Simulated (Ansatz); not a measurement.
Predict the output of the script below (Ansatz's Python interface).

Script `opt_c4h3f3.py`:
```python
# -*- coding: utf-8 -*-
'''Minimum-energy structure of C4H3F3.'''

import itertools

import ansatz as az
from ase import Atoms
from ase.data import atomic_numbers, covalent_radii
import numpy as np

atoms = Atoms(['F', 'C', 'C', 'C', 'F', 'C', 'F', 'H', 'H', 'H'], positions=[
    (-2.2031, 1.7415, 0.7605),
    (-1.6478, 0.7551, 0.1283),
    (-0.3775, 0.5171, 0.2889),
    (0.4257, -0.5598, -0.3398),
    (-0.3633, -1.3835, -1.169),
    (1.6489, -0.8115, -0.1755),
    (2.4747, -0.0826, 0.6191),
    (-2.3003, 0.2214, -0.4934),
    (0.2298, 1.1838, 1.0013),
    (2.196, -1.6326, -0.6176),
])
mol = az.Crystal.molecule_from_ase(atoms)

calc = mol.calculation().basis(gaussian='cc-pVDZ').functional('r2scan').scf(lower_state_search='off')
symbols = [site.symbol for site in mol.cartesian_sites]
start = np.array([site.position_ang for site in mol.cartesian_sites], dtype=float)
summary = calc.relax(force_tolerance=0.005, max_steps=100).run().report
end = np.array(summary['positions_ang'])

print('reference energy %16.6f eV' % summary['reference_energy_ev'])
print('total energy     %16.6f eV' % summary['free_energy_ev'])
print('occupied orbitals outside the frozen core (up, down):', summary['n_occupied'], ' frozen:', summary['n_frozen'], ' virtual:', summary['n_virtual'])

# pairs closer than 1.2 times the sum of covalent radii, before or after
radius = [covalent_radii[atomic_numbers[s]] for s in symbols]
span = lambda where, i, j: np.linalg.norm(where[i] - where[j])
bonded = [(i, j) for i, j in itertools.combinations(range(len(symbols)), 2) if min(span(start, i, j), span(end, i, j)) < 1.2 * (radius[i] + radius[j])]
print('pair        before    after (A)')
for i, j in bonded:
    print(f'{symbols[i]}{i}-{symbols[j]}{j}'.ljust(10), f'{span(start, i, j):8.4f} {span(end, i, j):8.4f}')
for first, second in list(itertools.combinations(bonded, 2)):
    shared = set(first) & set(second)
    if shared and symbols[(j := shared.pop())] != 'H':
        i, k = sorted((set(first) | set(second)) - {j})
        u, v = end[i] - end[j], end[k] - end[j]
        angle = np.degrees(np.arccos(np.clip(u @ v / np.linalg.norm(u) / np.linalg.norm(v), -1, 1)))
        print(f'final angle {symbols[i]}{i}-{symbols[j]}{j}-{symbols[k]}{k}: {angle:.2f} deg')

charges = summary['charge_distribution']
dipole = np.array(charges['dipole_moment_e_ang']) * 4.803205
print('dipole (D): {:.3f} {:.3f} {:.3f}, length {:.3f}'.format(*dipole, np.linalg.norm(dipole)))
print('atom  Mulliken   Lowdin')
for symbol, m, l in zip(symbols, charges['mulliken_charges_e'], charges['lowdin_charges_e']):
    print(f'{symbol:4s} {m:9.3f} {l:8.3f}')
with open('c4h3f3_opt.xyz', 'w') as handle:
    handle.write(f'{len(symbols)}\nrelaxed C4H3F3\n')
    handle.writelines(f'{s:2s} {x:11.6f} {y:11.6f} {z:11.6f}\n' for s, (x, y, z) in zip(symbols, end))
```

```console
$ python opt_c4h3f3.py
reference energy    -12340.523194 eV
total energy        -12340.523194 eV
occupied orbitals outside the frozen core (up, down): [27, 27]  frozen: 0  virtual: [86, 86]
pair        before    after (A)
F0-C1        1.2965   1.3410
C1-C2        1.3023   1.3413
C1-H7        1.0474   1.0925
C2-C3        1.4833   1.4380
C2-H8        1.1493   1.0919
C3-F4        1.4102   1.3567
C3-C5        1.2596   1.3446
C5-F6        1.3582   1.3474
C5-H9        1.0812   1.0907
final angle F0-C1-C2: 121.20 deg
final angle F0-C1-H7: 113.20 deg
final angle C2-C1-H7: 125.60 deg
final angle C1-C2-C3: 122.11 deg
final angle C1-C2-H8: 120.39 deg
final angle C3-C2-H8: 117.50 deg
final angle C2-C3-F4: 116.25 deg
final angle C2-C3-C5: 126.66 deg
final angle F4-C3-C5: 117.09 deg
final angle C3-C5-F6: 119.86 deg
final angle C3-C5-H9: 124.92 deg
final angle F6-C5-H9: 115.22 deg
dipole (D): 0.146 -0.626 -0.447, length 0.783
atom  Mulliken   Lowdin
F       -0.164    0.212
C        0.210   -0.127
C       -0.115   -0.101
C        0.119   -0.281
F       -0.180    0.213
C        0.167   -0.167
F       -0.169    0.201
H        0.042    0.004
H        0.043    0.038
H        0.047    0.008
```

`c4h3f3_opt.xyz`, as written:
```text
10
relaxed C4H3F3
F    -2.272767    1.765290    0.737372
C    -1.634328    0.754726    0.129506
C    -0.325824    0.538745    0.330080
C     0.378241   -0.538554   -0.311385
F    -0.355378   -1.328825   -1.134724
C     1.682163   -0.837915   -0.176930
F     2.462745   -0.089569    0.626844
H    -2.285065    0.161182   -0.516803
H     0.245214    1.187765    0.997146
H     2.188099   -1.663945   -0.678307
```

The settings weren't tested for convergence. The end point is the stationary point reached from this start; no frequency run checks that it is a minimum, and the basis set is modest. The Löwdin charges here are taken after orthogonalising the functions within each atom; they differ from plain Löwdin charges, and their signs can be unphysical. Hardware and time: 37 s on 1 thread of Arm Neoverse V1, with other jobs on the host, peak memory 0.22 GiB.

(A comment or docstring line of the script was reworded after the run, the code is as it ran; lines on the test bed's own set-up are left out of the output.)
